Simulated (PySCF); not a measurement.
# C2H6N2SeSi: the cost of one run

Computed with PySCF 2.14.0, with density-fitted response routines of our own, on a single molecule in the gas phase. Atoms count from 0, in the outputs and in this text.

## (1) The starting structure

12 atoms, charge 0, multiplicity 1; geometry from: PBE0-D3(BJ)/def2-SVP.

Bonds of the start (Å): N0–C1 1.16, C1–Si2 1.87, Si2–N3 1.71, Si2–C4 1.87, C4–Se5 1.96, Si2–H6 1.50, N3–H7 1.01, N3–H8 1.02, C4–H9 1.10, C4–H10 1.10, Se5–H11 1.47.

## (2) Shielding tensors: PBE0/pcSseg-1

What the job is given:

```
{"job": {"kind": "nmr", "xc": "PBE0", "basis": "pcSseg-1", "pop": false}, "charge": 0, "multiplicity": 1}
N     -2.030418    -2.090239    -1.760151
C     -1.487573    -1.343053    -1.058320
Si    -0.580376    -0.166877     0.075720
N     -0.865210     1.408924    -0.538018
C      1.254039    -0.531129     0.009071
Se     2.227453     0.790550     1.083514
H     -1.082797    -0.487823     1.447327
H     -1.804906     1.720418    -0.755072
H     -0.287232     2.164733    -0.182907
H      1.620632    -0.391904    -1.019546
H      1.514646    -1.548833     0.332555
H      1.557763     0.446770     2.349642
```

Method: GIAO PBE0/pcSseg-1 NMR shielding, non-relativistic, gas phase.

The run is started by

```bash
$ OMP_NUM_THREADS=1 python probes_run.py task.json out
```

One launch serves the whole session: the jobs run in the order shown.

Q: Estimate the wall time and peak memory of this first job on 1 thread of Arm Neoverse V1, shared host.

About 18 s, with a peak of 0.88 GiB.
